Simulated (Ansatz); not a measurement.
Task: a ladder of methods at one geometry of Sn2, with Ansatz's Python interface. Give the script and its output. Settings (for the species named): PBE, def2-SVP basis, multiplicity 3. The script varies functional: pbe, r2scan0, revpbe, lda.

```yaml
atoms:
  - { symbol: Sn, position_ang: [0.0000, 0.0000, 0.0000] }
  - { symbol: Sn, position_ang: [0.0000, 0.0000, 2.7000] }
```

`sn2.py`:
```python
# -*- coding: utf-8 -*-
from pathlib import Path
import warnings

import ansatz as az
import numpy as np


def main():
    warnings.simplefilter("ignore", az.DeckWarning)

    geometry = (
        az.Crystal.molecule()
        .atom("Sn", (0.0, 0.0, 0.0))
        .atom("Sn", (0.0, 0.0, 2.7))
    )

    setup = (
        geometry.calculation()
        .basis(gaussian="def2-SVP")
        .spin("collinear", total=2)
    )

    print("functional    E (Ha)        dipole (D)   HOMO (eV)  LUMO (eV)")
    for name in ["pbe", "r2scan0", "revpbe", "lda"]:
        r = setup.functional(name).forces().orbitals().run(runs_dir="runs").report
        lines = Path(r["orbitals_path"]).read_text().splitlines()
        field_of = lambda key: [line.split("=")[1].strip() for line in lines if line.startswith(key)]
        orbitals = [(27.211386 * float(e), s, float(n)) for e, s, n in zip(field_of("Ene="), field_of("Spin="), field_of("Occup="))]
        homo = max(e for e, _, n in orbitals if n > 0.5)
        lumo = min(e for e, _, n in orbitals if n < 0.5)
        dipole = 4.803205 * np.linalg.norm(r["charge_distribution"]["dipole_moment_e_ang"])
        print(f"{name:10s} {r['free_energy_ev'] / 27.211386246:14.6f} {dipole:9.3f} {homo:11.3f} {lumo:10.3f}")


if __name__ == "__main__":
    main()
```

Output of `python sn2.py`:
```text
functional    E (Ha)        dipole (D)   HOMO (eV)  LUMO (eV)
pbe           -428.582343     0.000      -4.226     -3.977
r2scan0       -428.685590     0.000      -5.233     -3.098
revpbe        -428.682132     0.000      -4.170     -3.861
lda           -427.909218     0.000      -4.414     -4.306
```

Reading the output:
- Total energies depend on the basis set; only differences at equal settings carry meaning.
- The geometry is a force-field or estimated start, not a minimum of this method, and the basis set is short of its limit. A lower total doesn't mark the better method: functionals have no common bound, and MP2 and coupled cluster aren't variational.
- def2 sets replace the cores of elements past krypton by effective core potentials.
- The run takes the species as open-shell (spin multiplicity 3), which needn't be its ground state.
- Levels such as HOMO and LUMO are orbital energies: with these approximate functionals they aren't the ionisation energy and electron affinity, and their gap isn't the fundamental gap.
- The spin state was assumed, and another may lie lower.
- Hardware and time: 14 s on 1 thread of Arm Neoverse V2, on a shared host, peak memory 0.25 GiB.
